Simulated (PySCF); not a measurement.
Runs of PySCF 2.14.0 on F2Mg. The cell holds a molecule in a box, 3 atoms: a = 12.000 Å, b = 11.000 Å, c = 11.000 Å, α = 90.00°, β = 90.00°, γ = 90.00°. 

```tsv
task	level	conv_tol	exxdiv	three-centre integrals	frozen core bands	three-body dispersion term	gap on the mesh (eV)
atomic charges	r2SCANh	1e-07 Ha	ewald	read from an earlier run's file	-	-	7.56
atomic charges	CAM-B3LYP+D3	1e-07 Ha	ewald	read from an earlier run's file	-	no	10.66
atomic charges	revTPSS+D4	1e-07 Ha	-	read from an earlier run's file	-	yes	(a)
atomic charges	PBE	1e-07 Ha	-	-	-	-	5.65
```

Alike in all rows: potentials or basis def2-svp (all-electron); no spin polarisation; cell as given; k mesh 1 × 1 × 1; smearing fixed.

Question: Estimate the missing entries.

Answer: (a) 6.06.

Caveats: this is a molecule in a periodic box at the Γ point, so its band gap is the HOMO-LUMO gap; the basis of atomic orbitals isn't converged, which shifts pressures, moduli and gaps.

